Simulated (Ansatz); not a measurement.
# Sn12PO23: the cost of one run

Computed with Ansatz 0.2.0 (DFT, PBE, plane-wave PAW, default files, scalar-relativistic, as far as a step names no other, unless a step's input says otherwise).

1 further run of the same task is left out (it didn't finish).

## (1) The starting structure

It takes space group Pmm2 (No. 25, orthorhombic). Conventional cell: a = 6.701 Å, b = 9.559 Å, c = 6.701 Å, α = 90.00°, β = 90.00°, γ = 90.00°. Sn (site symmetry mm2) has 5 O at 2.05 to 2.06 Å and 1 P at 2.06 Å as nearest neighbours. Sn (site symmetry m) has 6 O at 2.05 to 2.06 Å as nearest neighbours. Sn (site symmetry mm2) is surrounded by 6 O at 2.05 to 2.06 Å. Around Sn (site symmetry m) lie 5 O at 2.05 to 2.06 Å and 1 P at 2.05 Å. Only part of the 20 independent sites is listed.

As a file:

```
CELL_PARAMETERS angstrom
4.73800 4.73800 0.00000
-4.73800 4.73800 0.00000
0.00000 0.00000 9.55950
ATOMIC_POSITIONS crystal
Sn 0.00000 0.00000 0.00000
Sn 0.00000 0.00000 0.33333
Sn 0.00000 0.00000 0.66667
Sn 0.50000 0.50000 0.00000
Sn 0.50000 0.50000 0.33333
Sn 0.50000 0.50000 0.66667
Sn 0.50000 0.00000 0.16667
Sn 0.50000 0.00000 0.50000
Sn 0.50000 0.00000 0.83333
Sn 0.00000 0.50000 0.16667
Sn 0.00000 0.50000 0.50000
Sn 0.00000 0.50000 0.83333
P 0.30710 0.00000 0.00000
O 0.30710 0.00000 0.33333
O 0.30710 0.00000 0.66667
O 0.80710 0.50000 0.00000
O 0.80710 0.50000 0.33333
O 0.80710 0.50000 0.66667
O 0.50000 0.30710 0.16667
O 0.50000 0.30710 0.50000
O 0.50000 0.30710 0.83333
O 0.00000 0.80710 0.16667
O 0.00000 0.80710 0.50000
O 0.00000 0.80710 0.83333
O 0.69290 0.00000 0.00000
O 0.69290 0.00000 0.33333
O 0.69290 0.00000 0.66667
O 0.19290 0.50000 0.00000
O 0.19290 0.50000 0.33333
O 0.19290 0.50000 0.66667
O 0.50000 0.69290 0.16667
O 0.50000 0.69290 0.50000
O 0.50000 0.69290 0.83333
O 0.00000 0.19290 0.16667
O 0.00000 0.19290 0.50000
O 0.00000 0.19290 0.83333
```

Atom 13 of the input is the impurity.

## (2) Single point at the given positions

input.yaml

```yaml
crystal:
  lattice:
    - [4.738, 4.738, 0.0]
    - [-4.738, 4.738, 0.0]
    - [0.0, 0.0, 9.5595]
  atoms:
    - { symbol: Sn, position: [0.0, 0.0, 0.0] }
    - { symbol: Sn, position: [0.0, 0.0, 0.3333333333] }
    - { symbol: Sn, position: [0.0, 0.0, 0.6666666667] }
    - { symbol: Sn, position: [0.5, 0.5, 0.0] }
    - { symbol: Sn, position: [0.5, 0.5, 0.3333333333] }
    - { symbol: Sn, position: [0.5, 0.5, 0.6666666667] }
    - { symbol: Sn, position: [0.5, 0.0, 0.1666666667] }
    - { symbol: Sn, position: [0.5, 0.0, 0.5] }
    - { symbol: Sn, position: [0.5, 0.0, 0.8333333333] }
    - { symbol: Sn, position: [0.0, 0.5, 0.1666666667] }
    - { symbol: Sn, position: [0.0, 0.5, 0.5] }
    - { symbol: Sn, position: [0.0, 0.5, 0.8333333333] }
    - { symbol: P, position: [0.3071, 0.0, 0.0] }
    - { symbol: O, position: [0.3071, 0.0, 0.3333333333] }
    - { symbol: O, position: [0.3071, 0.0, 0.6666666667] }
    - { symbol: O, position: [0.8071, 0.5, 0.0] }
    - { symbol: O, position: [0.8071, 0.5, 0.3333333333] }
    - { symbol: O, position: [0.8071, 0.5, 0.6666666667] }
    - { symbol: O, position: [0.5, 0.3071, 0.1666666667] }
    - { symbol: O, position: [0.5, 0.3071, 0.5] }
    - { symbol: O, position: [0.5, 0.3071, 0.8333333333] }
    - { symbol: O, position: [0.0, 0.8071, 0.1666666667] }
    - { symbol: O, position: [0.0, 0.8071, 0.5] }
    - { symbol: O, position: [0.0, 0.8071, 0.8333333333] }
    - { symbol: O, position: [0.6929, 0.0, 0.0] }
    - { symbol: O, position: [0.6929, 0.0, 0.3333333333] }
    - { symbol: O, position: [0.6929, 0.0, 0.6666666667] }
    - { symbol: O, position: [0.1929, 0.5, 0.0] }
    - { symbol: O, position: [0.1929, 0.5, 0.3333333333] }
    - { symbol: O, position: [0.1929, 0.5, 0.6666666667] }
    - { symbol: O, position: [0.5, 0.6929, 0.1666666667] }
    - { symbol: O, position: [0.5, 0.6929, 0.5] }
    - { symbol: O, position: [0.5, 0.6929, 0.8333333333] }
    - { symbol: O, position: [0.0, 0.1929, 0.1666666667] }
    - { symbol: O, position: [0.0, 0.1929, 0.5] }
    - { symbol: O, position: [0.0, 0.1929, 0.8333333333] }
total_charge: -1
kpoints:
  mp_grid: { grid: [3, 3, 2] }
scf:
  occupations: { method: fermi_dirac, width: 0.01 }
hamiltonian:
  xc: pbe
  pseudopotentials: { kind: paw }
output:
  forces: true
  stress: true
  populations: true
  efg:
    quadrupole_moments_barn: { Sn: -0.132, O: -0.02558 }
    contact_densities: true
```

On the command line:

```console
ansatz run input.yaml --threads 1 --pin off --max-ram 3072MiB --backend cpu --events-out ev --progress --plain --runs-dir out
```

What time and memory should one allow on 1 thread of Intel Xeon 6975P-C (Granite Rapids), shared host?

About 65 s, with a peak of 1.1 GiB.
